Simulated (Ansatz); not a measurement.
Below is the output of a Python script on Ansatz 0.2.0 through its Python package that makes a projected density of states of Na, space group P6_3/mmc. Write a script that gives it. Settings: r2SCAN, PAW, the default cutoff (500 eV here), 7×7×4 k-points, cold smearing of 0.3 eV.

`na.vasp`
```text
Na
1.0
   3.76700000    0.00000000    0.00000000
  -1.88350000    3.26231770    0.00000000
   0.00000000    0.00000000    6.15400000
Na
2
Direct
   0.33333333    0.66666667    0.25000000
   0.66666667    0.33333333    0.75000000
```

```console
$ python pdos.py
E-EF      Na 2S    Na 3S    Na 2P
 -6.0     0.000    0.000    0.000
 -5.5     0.000    0.000    0.000
 -5.0     0.000    0.000    0.000
 -4.5     0.000    0.000    0.000
 -4.0     0.000    0.000    0.000
 -3.5     0.000    0.000    0.000
 -3.0     0.003    0.269    0.000
 -2.5     0.003    0.408    0.001
 -2.0     0.002    0.506    0.001
 -1.5     0.001    0.603    0.002
 -1.0     0.001    0.685    0.002
 -0.5     0.001    0.778    0.002
  0.0     0.001    0.750    0.001
  0.5     0.002    0.766    0.001
  1.0     0.002    0.586    0.000
  1.5     0.001    0.269    0.000
  2.0     0.001    0.164    0.000
  2.5     0.002    0.455    0.000
  3.0     0.002    0.333    0.000
  3.5     0.002    0.221    0.000
  4.0     0.002    0.191    0.000
```

One script that gives this output:

`pdos.py`
```python
"""Projected density of states of Na."""

import warnings

import ansatz as az
from ase.io import read
import numpy as np

warnings.simplefilter("ignore", az.DeckWarning)

atoms = read("na.vasp", format="vasp")
cell = az.Crystal.from_ase(atoms)

calculation = (
    cell.calculation()
    .functional("r2SCAN")
    .accuracy("low")
    .kpoints(length=22)
    .occupations("Marzari-Vanderbilt", width=0.3)
    .scf(extra_bands=10)
    .density_of_states(projected=True, energy_step=0.05)
)
result = calculation.run()
summary = result.report

dos = result.density_of_states()
energy = np.asarray(dos.energies_ev) - dos.fermi_ev
curves = {}
for site in result.projected_density_of_states().sites:
    for shell in site.shells:
        weight = sum(np.sum(curve.g_bin_mean_per_ev, axis=0) for curve in shell.curves)
        name = f"{site.species} {shell.label}"
        curves[name] = curves.get(name, 0) + weight

print("E-EF   " + " ".join(f"{name:>8s}" for name in curves))
for e in np.arange(-6, 4 + 0.1, 0.5):
    print(f"{e:5.1f}  " + " ".join(f"{np.interp(e, energy, g):8.3f}" for g in curves.values()))
```

These settings explore the input space; cutoff and mesh may be short of convergence. For a metal this k-point mesh is coarse: on a finer one energies can move by several to tens of meV an atom and pressures by half a GPa or more, differences at one mesh by less. This isn't the structure that Na takes at ambient conditions. Curves are summed over the cell's atoms. Only shells that the potentials hold have channels, so projections don't add up to the total, least of all where a shell is missing (p of most metals); heights and places of peaks move with the mesh. The density of states is complete only as far up as bands were computed. It ran for 2.4 s on 1 thread of Intel(R) Xeon(R) 6975P-C (Granite Rapids) (shared host), peak memory 0.49 GiB.

(Lines on the test bed's own set-up are left out of the output.)
